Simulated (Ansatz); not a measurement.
A first try at a breakdown of dispersion, smearing and cutoff terms of BaZnSbF, space group P4/nmm, using Ansatz 0.2.0 through its Python package.

`terms_baznsbf.py`
```python
"""Dispersion, smearing and cutoff parts of the energy of BaZnSbF."""

import warnings

import ansatz as az

K_LENGTH = 17
MAX_ITERATIONS = 200
N_EMPTY = 12
FILLING = "Fixed"

warnings.simplefilter("ignore", az.DeckWarning)

lattice = az.Lattice.of(
    [4.43835, 0.0, 0.0],
    [0.0, 4.43835, 0.0],
    [0.0, 0.0, 9.77891],
)
sites = [
    ("Ba", [0.0, 0.5, 0.35079]),
    ("Ba", [0.5, 0.0, 0.64921]),
    ("Zn", [0.5, 0.5, 0.0]),
    ("Zn", [0.0, 0.0, 0.0]),
    ("Sb", [0.5, 0.0, 0.16604]),
    ("Sb", [0.0, 0.5, 0.83396]),
    ("F", [0.5, 0.5, 0.5]),
    ("F", [0.0, 0.0, 0.5]),
]
system = az.Crystal(lattice=lattice)
for symbol, position in sites:
    system = system.atom(symbol, position)

calc = (
    system.calculation()
    .kpoints(length=K_LENGTH)
    .scf(max_iterations=MAX_ITERATIONS, extra_bands=N_EMPTY, self_checks="low")
    .occupations(FILLING)
)
with_term = calc.functional("pbesol", dispersion="d4").basis(340).cutoff_correction(590).run().report
without = calc.functional("pbesol").basis(340).run().report
finer = calc.functional("pbesol").basis(590).run().report
removed = az.free_energy_without(with_term, az.EnergyTerm.DISPERSION)
print(f"dispersion term            {with_term['components']['e_disp']:.5f} eV")
print(f"F less dispersion          {removed:.5f} eV, run without it {without['free_energy_ev']:.5f} eV")
print(f"F less smearing term       {az.free_energy_without(without, az.EnergyTerm.SMEARING):.5f} eV")
print(f"estimated gain to 590 eV   {with_term['cutoff_correction']['energy_ev']:.5f} eV, found {finer['free_energy_ev'] - without['free_energy_ev']:.5f} eV")
```

```console
$ python terms_baznsbf.py
RunWarning: iter 1: σ=0 fill of 44 bands saw a band overlap (occupied 9.0738 eV > unoccupied 9.0551 eV) — on an unconverged iterate often a transient of an unconverged empty band; one that stands at [...]
RunWarning: a fill by count may have filled part of one level: at k-index 1 the highest filled band, 9.019639 eV, and the lowest empty band, 9.019639 eV, stand 1.492e-13 eV apart, within the solve's [...]
RunWarning: the bands overlap at the fill by count (44 filled at each k-point of a channel): the highest filled level, 9.036751 eV at k-index 0, stands 0.0171 eV over the lowest empty one, 9.019639 [...]
dispersion term            -1.20806 eV
F less dispersion          -32712.48903 eV, run without it -32712.48903 eV
F less smearing term       -32712.48903 eV
estimated gain to 590 eV   -0.40886 eV, found -0.39533 eV
```
(Warnings from the package without file and line, shortened, repeats left out.)

The script ran to its end, but the result can't be trusted. Why?

The fault: fixed occupations, though the bands overlap at this level of theory. The correction:

```diff
--- before
+++ after
@@ -9,3 +9,4 @@
 N_EMPTY = 12
-FILLING = "Fixed"
+FILLING = "fermi_dirac"
+SIGMA = 0.1
 
@@ -36,3 +37,3 @@
     .scf(max_iterations=MAX_ITERATIONS, extra_bands=N_EMPTY, self_checks="low")
-    .occupations(FILLING)
+    .occupations(FILLING, width=SIGMA)
 )
```

After the fix:

```console
$ python terms_baznsbf.py
dispersion term            -1.20806 eV
F less dispersion          -32712.51143 eV, run without it -32712.51143 eV
F less smearing term       -32712.48116 eV
estimated gain to 590 eV   -0.40886 eV, found -0.39533 eV
```

Notes:
- The settings weren't tested for convergence.
- The cutoff lies under the one recommended for these potentials in some of the runs.
- Dispersion corrections can be off by several per cent in the lattices of metals, and by several GPa in the pressure at a fixed cell.
- For a metal this k-point mesh is coarse: on a finer one energies can move by several to tens of meV an atom and pressures by half a GPa or more, differences at one mesh by less.
- The starting cell is as deposited in a crystallographic database; the results hold for this polymorph, which needn't be the stable one.
- The script silences the warnings on its input, which a real study should read.
- Hardware and time: 26 s on 1 thread of Arm Neoverse V1, on a shared host, peak memory 0.66 GiB.
